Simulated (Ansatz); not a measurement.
**CH5AsOSi: one species, many methods**

An exercise on one series of results from a longer session: the logs are not shown, and one member is left open.

Computed with Ansatz 0.2.0, Gaussian basis. Level: functionals in def2-TZVPP, the program's frozen cores in correlated methods.

Plan: PBE-D4, r2SCAN-D4, PBE0-D4, B3LYP-D4, ωB97X-V, ωB97M-V, B2PLYP; CCSD(T)/def2-TZVPP; MP2/def2-QZVPP; extrapolation to the limit.

### The relaxed structure

The geometry comes from an earlier relaxation with PBE0-D4 in a triple-zeta def2 set; it is a stationary point, not always the lowest conformer.

9 atoms, charge 0, spin multiplicity 1.

Atoms are counted from 1 here; the program's logs count them from 0.

Bond lengths: O1–C2 1.199 Å, C2–Si3 1.932 Å, C2–As4 2.028 Å, Si3–H5 1.486 Å, Si3–H6 1.485 Å, Si3–H7 1.482 Å, As4–H8 1.518 Å, As4–H9 1.523 Å. Angles: O1–C2–Si3 122.8°, O1–C2–As4 119.9°, Si3–C2–As4 117.2°, C2–Si3–H5 107.9°, C2–Si3–H6 106.9°, C2–Si3–H7 110.3°, H5–Si3–H6 109.2°, H5–Si3–H7 111.4°, H6–Si3–H7 111.0°, C2–As4–H8 92.8°, C2–As4–H9 93.9°, H8–As4–H9 93.5°.

The first run:

Contents of in.yaml:

```yaml
crystal:
  periodic: [false, false, false]
  atoms:
    - {symbol: O, position_ang: [1.364481, -1.487418, -0.358278]}
    - {symbol: C, position_ang: [0.438611, -0.734740, -0.240863]}
    - {symbol: Si, position_ang: [0.615447, 1.179898, -0.428416]}
    - {symbol: As, position_ang: [-1.420302, -1.464126, 0.112504]}
    - {symbol: H, position_ang: [-0.588929, 1.681353, -1.139800]}
    - {symbol: H, position_ang: [0.642736, 1.746728, 0.944167]}
    - {symbol: H, position_ang: [1.857718, 1.511934, -1.166043]}
    - {symbol: H, position_ang: [-0.965079, -2.231972, 1.340314]}
    - {symbol: H, position_ang: [-1.856182, -0.247955, 0.919416]}
basis:
  gaussian: {orbitals: def2-TZVPP}
hamiltonian: {xc: pbe, dispersion: d4}
output: {forces: true, orbitals: {seedname: orbitals}}
```

The run is started by

```sh
$ ansatz run in.yaml --threads 4 --pin off --events-out ev --progress --plain --max-ram 10444MiB
```

Among the steps run: PBE-D4 (GGA); r2SCAN-D4 (meta-GGA); PBE0-D4 (hybrid); B3LYP-D4 (hybrid); ωB97X-V (range-separated); ωB97M-V (range-separated); B2PLYP (double hybrid); CCSD(T) in def2-TZVPP; MP2 in def2-QZVPP.

One table of the session follows, with a row left open; its other results are not shown here.

It belongs to the step «Atomisation energies». 

```
            method  atomisation energy (kJ/mol)
            PBE-D4                       2926.6
         r2SCAN-D4                       2876.5
           PBE0-D4                       2845.7
          B3LYP-D4                       2879.8
           ωB97X-V                       2891.9
           ωB97M-V                       2865.4
            B2PLYP                       2830.2
     HF/def2-TZVPP                       1940.1
    MP2/def2-TZVPP                       2795.2
   CCSD/def2-TZVPP                       2722.9
CCSD(T)/def2-TZVPP                       2778.6
           MP2/CBS                       2877.8
       CCSD(T)/CBS                            ?
```

Q: Estimate the row for CCSD(T)/CBS from the others.

As computed: atomisation energy (kJ/mol): 2861.1. In the column «atomisation energy (kJ/mol)» it lies between PBE0-D4 (2845.7) and ωB97M-V (2865.4).
